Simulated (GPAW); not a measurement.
Runs of GPAW 26.7.0 on MoN2. The structure is tetragonal, space group P4/mbm (No. 127). Conventional cell: a = 4.348 Å, b = 4.348 Å, c = 2.767 Å, α = 90.00°, β = 90.00°, γ = 90.00°. Mo (site symmetry 4/m) has 8 N at 2.24 Å as nearest neighbours. N (site symmetry m2m) is surrounded by 1 N at 1.37 Å. Measurements of this composition are mostly on another form, of space group No. 160.

| task | level | potentials or basis | U | k mesh | band path | band points | mesh quality | gap on the mesh (eV) | pressure (GPa) | largest force (eV/Å) |
| --- | --- | --- | --- | --- | --- | --- | --- | --- | --- | --- |
| single point | PBEsol | PAW data sets generated in the run's folder for this functional, pw | - | 6 × 6 × 10 | - | - | not flagged | none | -15.6 | 0.03 |
| band structure | PBEsol+U | PAW data sets generated in the run's folder for this functional, pw | Mo d U = 2 eV | 5 × 5 × 7 | GXMGZRAZ,XR,MA | 80 | not flagged | - | (a) | 0.15 |
| band structure | PBEsol | PAW data sets generated in the run's folder for this functional, pw | - | 5 × 5 × 7 | GXMGZRAZ,XR,MA | 80 | not flagged | - | -15.6 | (c) |
| band structure | r2SCAN | GPAW PAW data sets (gpaw-data 1.2.1), pw | - | 4 × 4 × 6 | GXMGZRAZ,XR,MA | 100 | coarse | - | -8.5 | 0.03 |
| band structure | PBEsol | PAW data sets generated in the run's folder for this functional, pw | - | 4 × 4 × 6 | GXMGZRAZ,XR,MA | 100 | coarse | - | (b) | 0.11 |
| single point | TB-mBJ | GPAW PAW data sets for LDA (gpaw-data 1.2.1), pw | - | 4 × 4 × 6 | - | - | coarse | none | - | - |
| band structure | PBEsol+U | PAW data sets generated in the run's folder for this functional, pw | Mo d U = 8 eV | 5 × 5 × 7 | GXMGZRAZ,XR,MA | 80 | not flagged | - | 9.9 | 0.90 |

Alike in all rows: no spin polarisation; cell as given; cutoff (eV) 800; smearing fermi-dirac 0.05 eV.

**Question.** Fill in the values left out.

**Answer.** (a) -13.9; (b) -15.7; (c) 0.04.

Caveats: some runs use coarse meshes; U without spin polarisation on a metal has little footing (some runs); the PAW data sets were made with another functional, which shifts forces and pressure a little (some runs); so large a pressure means that the cell lies far from this level's equilibrium, or that cutoff or potentials fall short (some runs); a model potential gives levels but no total energy (some runs).

A k mesh can miss the band edges, and the runs leave out spin-orbit coupling on Mo.

A gap of «none» marks a metal or a gap under the smearing width.

Not every run made on this cell is shown here.
